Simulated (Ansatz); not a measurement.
# C2H3NSi: the cost of one run

The runs use Ansatz 0.2.0, Gaussian basis; PBE0-D4/def2-SVP.

### 1 Starting geometry

SMILES `[SiH2]=C1C=N1`, 7 atoms, charge 0, spin multiplicity 1.

Atoms are counted from 1 here; the program's logs count them from 0.

Bond lengths: Si1–C2 1.745 Å, Si1–H5 1.451 Å, Si1–H6 1.454 Å, C2–C3 1.393 Å, C2–N4 1.555 Å, C3–N4 1.264 Å, C3–H7 1.067 Å. Angles: C2–Si1–H5 124.5°, C2–Si1–H6 117.7°, H5–Si1–H6 115.4°, Si1–C2–C3 157.3°, Si1–C2–N4 139.4°, C3–C2–N4 50.4°, C2–C3–N4 71.4°, C2–C3–H7 146.1°, N4–C3–H7 142.4°, C2–N4–C3 58.1°.

Geometry (Å):

```tsv
atom	x (Å)	y (Å)	z (Å)
Si1	-0.7026	1.1503	-0.4711
C2	-0.0320	-0.3508	0.1125
C3	0.9388	-1.2171	0.6088
N4	0.4433	-1.7252	-0.4375
H5	-1.5371	1.2744	-1.6511
H6	-0.7592	2.2706	0.4544
H7	1.6488	-1.4021	1.3840
```

### 2 Dynamics

Input file md/in.yaml:

```yaml
crystal:
  periodic: [false, false, false]
  atoms:
    - {symbol: Si, position_ang: [-0.702550, 1.150350, -0.471130]}
    - {symbol: C, position_ang: [-0.031960, -0.350840, 0.112490]}
    - {symbol: C, position_ang: [0.938760, -1.217140, 0.608820]}
    - {symbol: N, position_ang: [0.443270, -1.725170, -0.437470]}
    - {symbol: H, position_ang: [-1.537090, 1.274360, -1.651070]}
    - {symbol: H, position_ang: [-0.759190, 2.270550, 0.454370]}
    - {symbol: H, position_ang: [1.648760, -1.402110, 1.383990]}
basis:
  gaussian: {orbitals: def2-SVP}
hamiltonian: {xc: pbe0, dispersion: d4}
md: {n_steps: 40, timestep: 0.5, temperature: 300, ensemble: nve, seed: 572, initial_velocities: maxwell_boltzmann}
```

The run is started by

```
$ ansatz run in.yaml --threads 2 --pin off --events-out ev --progress --plain --max-ram 3481MiB
```

**Question.** How long does this run take on 2 threads of Arm Neoverse V2, shared host, and how much memory does it need?

About 45 s, with a peak of 0.16 GiB.
